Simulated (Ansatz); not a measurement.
# FH5N2SSi (built from SMILES N[Si](N)(F)S): search for a transition state

Aim: find the saddle point of a 1,2-elimination that is to form F2–H4 and break Si1–F2, S3–H4, prove it by its vibrations, and relax downhill on both sides to see what it joins.

The runs use Ansatz 0.2.0, Gaussian basis; PBE0-D4, def2-SVP first, then def2-TZVP.

114 further runs of the same task are left out: 114 set aside as unsound or not needed.

### 1 Where the work starts

The guess: 10 atoms, charge 0, spin multiplicity 1.

Atoms are counted from 1 here; the program's logs count them from 0.

Bond lengths: Si1–S3 2.044 Å, Si1–N5 1.696 Å, Si1–N6 1.695 Å, S3–H4 1.614 Å, N5–H7 1.007 Å, N5–H8 1.006 Å, N6–H9 1.006 Å, N6–H10 1.006 Å. Angles: S3–Si1–N5 125.1°, S3–Si1–N6 125.0°, N5–Si1–N6 108.9°, Si1–S3–H4 74.5°, Si1–N5–H7 122.1°, Si1–N5–H8 119.8°, H7–N5–H8 111.9°, Si1–N6–H9 122.4°, Si1–N6–H10 119.9°, H9–N6–H10 112.0°.

Geometry (Å):

```
Si   -0.1885    0.0023    0.4081
F     2.0394   -0.7055   -0.1789
S     0.6799   -0.5949    2.1591
H     1.8047   -0.8161    1.0231
N    -0.2715    1.6040   -0.1421
N    -1.1979   -0.9617   -0.5537
H    -0.4989    1.8315   -1.0959
H     0.3058    2.3094    0.2840
H    -1.4402   -0.7130   -1.4982
H    -1.2327   -1.9559   -0.4055
```

Distances that are to change: F2–H4 1.23 Å, Si1–F2 2.41 Å, S3–H4 1.61 Å.

### 2 Constrained relaxation of the guess

hold/in.yaml reads:

```yaml
crystal:
  periodic: [false, false, false]
  atoms:
    - {symbol: Si, position_ang: [-0.188500, 0.002300, 0.408100]}
    - {symbol: F, position_ang: [2.039400, -0.705500, -0.178900]}
    - {symbol: S, position_ang: [0.679900, -0.594900, 2.159100]}
    - {symbol: H, position_ang: [1.804700, -0.816100, 1.023100]}
    - {symbol: N, position_ang: [-0.271500, 1.604000, -0.142100]}
    - {symbol: N, position_ang: [-1.197900, -0.961700, -0.553700]}
    - {symbol: H, position_ang: [-0.498900, 1.831500, -1.095900]}
    - {symbol: H, position_ang: [0.305800, 2.309400, 0.284000]}
    - {symbol: H, position_ang: [-1.440200, -0.713000, -1.498200]}
    - {symbol: H, position_ang: [-1.232700, -1.955900, -0.405500]}
basis:
  gaussian: {orbitals: def2-SVP}
hamiltonian: {xc: pbe0, dispersion: d4}
relax: {f_tol: 0.04, max_steps: 150, escape_saddle: false, constraints: [{distance: [1, 3]}, {distance: [0, 1]}, {distance: [2, 3]}]}
```

Command:

```
ansatz run in.yaml --threads 4 --pin off --events-out ev --progress --plain --max-ram 9574MiB
```

After this run come: A starting Hessian; Saddle search in the small basis; Saddle search in triple zeta; Checking the order of the point; Relaxing after a step of 0.30 Å one way along the mode; Relaxing after a step of 0.30 Å the other way along the mode.

Q: Predict the outcome of this session. Wanted: imaginary mode; barrier from the start side; barrier from the end side; energy of the step; pairs that change; zero-point energy at the saddle.

**Answer**, as computed:

```
                       quantity                                      value
                 imaginary mode                                  342i cm⁻¹
    barrier from the start side                               188.8 kJ/mol
      barrier from the end side                                 8.7 kJ/mol
             energy of the step                              +180.2 kJ/mol
              pairs that change  F2–H4 formed, Si1–F2 broken, S3–H4 broken
zero-point energy at the saddle                                   1.747 eV
```

In words: One imaginary mode, 342i cm⁻¹, makes this a first-order saddle. It joins the planned start and end. At PBE0-D4/def2-TZVP the electronic barrier is 188.8 kJ/mol, about 76 kT at 298 K, and the step runs 180.2 kJ/mol uphill. A step off the saddle overshot and began above it in energy, so the link to its end is likely but not proven. Lower complexes than these ends may exist.
